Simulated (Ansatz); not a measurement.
**CH₇AlB₂Si: up Jacob's ladder to CCSD(T)**

How much do the methods differ for CH₇AlB₂Si? The plan is to run it at one geometry with functionals of several rungs and with coupled cluster. The yardstick is the atomisation energy at the CCSD(T) limit.

Computed with Ansatz 0.2.0, Gaussian basis. Level: functionals in def2-TZVPP, the program's frozen cores in correlated methods.

Plan: LDA (SPW92), PBE-D4, revPBE-D4, BLYP-D4, r2SCAN-D4, B97M-V, PBE0-D4, B3LYP-D4, r2SCANh-D4, r2SCAN0-D4, HSE06-D4, BHLYP-D4, CAM-B3LYP-D4, LC-ωPBE, ωB97X-V, ωB97M-V, B2PLYP, PBE-QIDH; CCSD(T)/def2-SVP; CCSD(T)/def2-TZVPP; MP2/def2-QZVPP; extrapolation to the limit; RPA on PBE.

## Step 1: The geometry

An earlier PBE0-D4 in a triple-zeta def2 set relaxation fixed the geometry.

12 atoms, charge 0, spin multiplicity 1.

Atoms are counted from 1 here; the program's logs count them from 0.

Bond lengths: Si1–B2 1.983 Å, Si1–H6 1.492 Å, Si1–H7 1.492 Å, Si1–H8 1.491 Å, B2–B3 1.572 Å, B2–Al5 2.077 Å, B2–H9 1.267 Å, B3–C4 1.461 Å, B3–Al5 2.043 Å, C4–Al5 2.155 Å, C4–H10 1.094 Å, C4–H11 1.088 Å, Al5–H9 1.886 Å, Al5–H12 1.570 Å. Angles: B2–Si1–H6 112.3°, B2–Si1–H7 112.4°, B2–Si1–H8 110.9°, H6–Si1–H7 106.5°, H6–Si1–H8 107.1°, H7–Si1–H8 107.3°, Si1–B2–B3 135.6°, Si1–B2–Al5 147.1°, Si1–B2–H9 113.2°, B3–B2–Al5 66.4°, B3–B2–H9 109.3°, Al5–B2–H9 63.3°, B2–B3–C4 142.4°, B2–B3–Al5 68.7°, C4–B3–Al5 73.8°, B3–C4–Al5 65.6°, B3–C4–H10 122.2°, B3–C4–H11 122.0° and more.

## Step 2: LDA

This LDA is Slater exchange with PW92 correlation.

in.yaml reads:

```yaml
crystal:
  periodic: [false, false, false]
  atoms:
    - {symbol: Si, position_ang: [-2.330514, -0.618718, -0.131449]}
    - {symbol: B, position_ang: [-0.469995, 0.057753, -0.241029]}
    - {symbol: B, position_ang: [0.517849, 0.788515, 0.738726]}
    - {symbol: C, position_ang: [1.938928, 1.008619, 0.997478]}
    - {symbol: Al, position_ang: [1.528663, -0.383106, -0.595381]}
    - {symbol: H, position_ang: [-3.321625, 0.362358, -0.661717]}
    - {symbol: H, position_ang: [-2.523970, -1.878286, -0.907689]}
    - {symbol: H, position_ang: [-2.710391, -0.906561, 1.281101]}
    - {symbol: H, position_ang: [-0.059059, 0.198670, -1.431031]}
    - {symbol: H, position_ang: [2.527946, 0.335321, 1.626411]}
    - {symbol: H, position_ang: [2.391370, 1.995611, 0.925590]}
    - {symbol: H, position_ang: [2.587798, -1.015477, -1.567010]}
basis:
  gaussian: {orbitals: def2-TZVPP}
hamiltonian: {xc: lda}
output: {orbitals: {seedname: orbitals}}
```

Command:

```console
ansatz run in.yaml --threads 4 --pin off --events-out ev --progress --plain --max-ram 10444MiB
```

After this run come: PBE-D4 (GGA); revPBE-D4 (GGA); BLYP-D4 (GGA); r2SCAN-D4 (meta-GGA); B97M-V (meta-GGA); B3LYP-D4 (hybrid); r2SCANh-D4 (hybrid); r2SCAN0-D4 (hybrid); HSE06-D4 (hybrid); BHLYP-D4 (hybrid); CAM-B3LYP-D4 (range-separated); LC-ωPBE (range-separated); ωB97X-V (range-separated); ωB97M-V (range-separated); B2PLYP (double hybrid); PBE-QIDH (double hybrid); CCSD(T) in def2-SVP; CCSD(T) in def2-TZVPP; MP2 in def2-QZVPP; RPA on PBE orbitals.

**Question.** What will the summary of the whole plan be? Wanted: atomisation energy, CCSD(T)/CBS; farthest beyond LDA; mean size of error, GGA; mean size of error, meta-GGA; mean size of error, hybrid; mean size of error, range-separated; mean size of error, double hybrid; gap, smallest and largest; T1 diagnostic.

As calculated:

| quantity | value |
| --- | --- |
| atomisation energy, CCSD(T)/CBS | 3946.9 kJ/mol |
| functionals within 19.7 kJ/mol (0.5 %) | revPBE-D4, B3LYP-D4, CAM-B3LYP-D4, LC-ωPBE, PBE-QIDH |
| farthest beyond LDA | B97M-V (+97.4 kJ/mol) |
| mean size of error, GGA | 34.5 kJ/mol |
| mean size of error, meta-GGA | 86.2 kJ/mol |
| mean size of error, hybrid | 41.2 kJ/mol |
| mean size of error, range-separated | 21.8 kJ/mol |
| mean size of error, double hybrid | 25.1 kJ/mol |
| gap, smallest and largest | 3.22 eV (BLYP-D4), 9.37 eV (LC-ωPBE) |
| T1 diagnostic | 0.0147 |
| triples share of the correlation energy | 4.6 % |

**Reading.** LDA overbinds by 533.1 kJ/mol (14 %). PBE-D4 misses by +76.8 kJ/mol. Double hybrids carry the basis error of their MP2 part in triple zeta, and no dispersion term here, so their miss is partly the set-up's. Taken by rung, range-separated functionals do best (21.8 kJ/mol on average) and meta-GGA ones worst beyond LDA (86.2 kJ/mol). The gap between the best rungs is small, so their order is not settled. Misses under about 19.7 kJ/mol are within the doubt on the reference itself, which lacks core-valence correlation, relativity and higher excitations. Hartree-Fock recovers 76 % of the binding; the rest is correlation. CCSD(T) in def2-SVP is off by -185.1 kJ/mol, worse than the median functional, from the basis alone. Orbital gaps span 3.2 to 9.4 eV; exact exchange widens them.
